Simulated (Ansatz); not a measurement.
# C₂H₆ClGa: one species, many methods

How much do the methods differ for C₂H₆ClGa? The plan is to run it at one geometry with functionals of several rungs and with coupled cluster. The yardstick is the atomisation energy at the CCSD(T) limit.

Program: Ansatz 0.2.0, Gaussian basis. Level of theory: functionals in def2-TZVPP, the program's frozen cores in correlated methods. These are calculated values, not measurements.

Levels to be run: LDA (SPW92), PBE-D4, revPBE-D4, BLYP-D4, r2SCAN-D4, B97M-V, PBE0-D4, B3LYP-D4, r2SCANh-D4, r2SCAN0-D4, HSE06-D4, BHLYP-D4, CAM-B3LYP-D4, LC-ωPBE, ωB97X-V, ωB97M-V, B2PLYP, PBE-QIDH; CCSD(T)/def2-SVP; CCSD(T)/def2-TZVPP; MP2/def2-QZVPP; extrapolation to the limit; RPA on PBE.

**1. The geometry**

The geometry comes from an earlier relaxation with PBE0-D4 in a triple-zeta def2 set; it is a stationary point, not always the lowest conformer.

SMILES `[CH3][Ga]([CH3])[Cl]`, 10 atoms, charge 0, spin multiplicity 1.

Atoms are counted from 1 here; the program's logs count them from 0.

Bond lengths: C1–Ga2 1.956 Å, C1–H5 1.089 Å, C1–H6 1.093 Å, C1–H7 1.093 Å, Ga2–C3 1.956 Å, Ga2–Cl4 2.171 Å, C3–H8 1.089 Å, C3–H9 1.093 Å, C3–H10 1.093 Å. Angles: Ga2–C1–H5 110.8°, Ga2–C1–H6 110.4°, Ga2–C1–H7 110.1°, H5–C1–H6 109.1°, H5–C1–H7 108.9°, H6–C1–H7 107.4°, C1–Ga2–C3 130.6°, C1–Ga2–Cl4 114.7°, C3–Ga2–Cl4 114.7°, Ga2–C3–H8 110.8°, Ga2–C3–H9 110.2°, Ga2–C3–H10 110.4°, H8–C3–H9 109.0°, H8–C3–H10 109.1°, H9–C3–H10 107.4°.

**2. LDA**

This LDA is Slater exchange with PW92 correlation.

Contents of in.yaml:

```yaml
crystal:
  periodic: [false, false, false]
  atoms:
    - {symbol: C, position_ang: [-0.537034, 1.464885, -0.882027]}
    - {symbol: Ga, position_ang: [-0.407259, -0.328756, -0.111441]}
    - {symbol: C, position_ang: [0.982549, -1.137456, 1.003119]}
    - {symbol: Cl, position_ang: [-2.076636, -1.638137, -0.573412]}
    - {symbol: H, position_ang: [-1.476501, 1.587636, -1.419666]}
    - {symbol: H, position_ang: [-0.472395, 2.222329, -0.097183]}
    - {symbol: H, position_ang: [0.292066, 1.638425, -1.572624]}
    - {symbol: H, position_ang: [0.714252, -2.157294, 1.276355]}
    - {symbol: H, position_ang: [1.934621, -1.152231, 0.466745]}
    - {symbol: H, position_ang: [1.129436, -0.550702, 1.913131]}
basis:
  gaussian: {orbitals: def2-TZVPP}
hamiltonian: {xc: lda}
output: {orbitals: {seedname: orbitals}}
```

On the command line:

```bash
$ ansatz run in.yaml --threads 4 --pin off --events-out ev --progress --plain --max-ram 10444MiB
```

The runs that follow: PBE-D4 (GGA); revPBE-D4 (GGA); BLYP-D4 (GGA); r2SCAN-D4 (meta-GGA); B97M-V (meta-GGA); B3LYP-D4 (hybrid); r2SCANh-D4 (hybrid); r2SCAN0-D4 (hybrid); HSE06-D4 (hybrid); BHLYP-D4 (hybrid); CAM-B3LYP-D4 (range-separated); LC-ωPBE (range-separated); ωB97X-V (range-separated); ωB97M-V (range-separated); B2PLYP (double hybrid); PBE-QIDH (double hybrid); CCSD(T) in def2-SVP; CCSD(T) in def2-TZVPP; MP2 in def2-QZVPP; RPA on PBE orbitals.

Before running them: what should the planned runs give, taken together? Wanted: atomisation energy, CCSD(T)/CBS; farthest beyond LDA; mean size of error, GGA; mean size of error, meta-GGA; mean size of error, hybrid; mean size of error, range-separated; mean size of error, double hybrid; gap, smallest and largest; T1 diagnostic.

The runs gave:

| quantity | value |
| --- | --- |
| atomisation energy, CCSD(T)/CBS | 834.2 kcal/mol |
| functionals within 8.3 kcal/mol (1.0 %) | PBE-D4, r2SCAN-D4, B97M-V, PBE0-D4, B3LYP-D4, r2SCANh-D4, r2SCAN0-D4, HSE06-D4, CAM-B3LYP-D4, LC-ωPBE, ωB97X-V, ωB97M-V, PBE-QIDH |
| farthest beyond LDA | BHLYP-D4 (-20.9 kcal/mol) |
| mean size of error, GGA | 11.0 kcal/mol |
| mean size of error, meta-GGA | 0.8 kcal/mol |
| mean size of error, hybrid | 6.1 kcal/mol |
| mean size of error, range-separated | 2.4 kcal/mol |
| mean size of error, double hybrid | 6.7 kcal/mol |
| gap, smallest and largest | 4.77 eV (LDA (SPW92)), 11.77 eV (LC-ωPBE) |
| T1 diagnostic | 0.0107 |
| triples share of the correlation energy | 3.9 % |

The LDA atomisation energy is off by 100.2 kcal/mol (12 %): it overbinds. PBE-D4 is off by +4.9 kcal/mol. Double hybrids carry the basis error of their MP2 part in triple zeta, and no dispersion term here, so their miss is partly the set-up's. The rungs meta-GGA, range-separated, hybrid, double hybrid miss on average by less than the doubt on the reference (8.3 kcal/mol), so they tie. Misses under about 8.3 kcal/mol are within the doubt on the reference itself, which lacks core-valence correlation, relativity and higher excitations, and its outer-core shells are covered unevenly. Hartree-Fock recovers 76 % of the binding; the rest is correlation. CCSD(T) in def2-SVP is off by -40.5 kcal/mol, which most functionals beat. Orbital gaps span 4.8 to 11.8 eV; exact exchange widens them. Correlated methods include outer-core shells of Ga, which these sets cover unevenly.
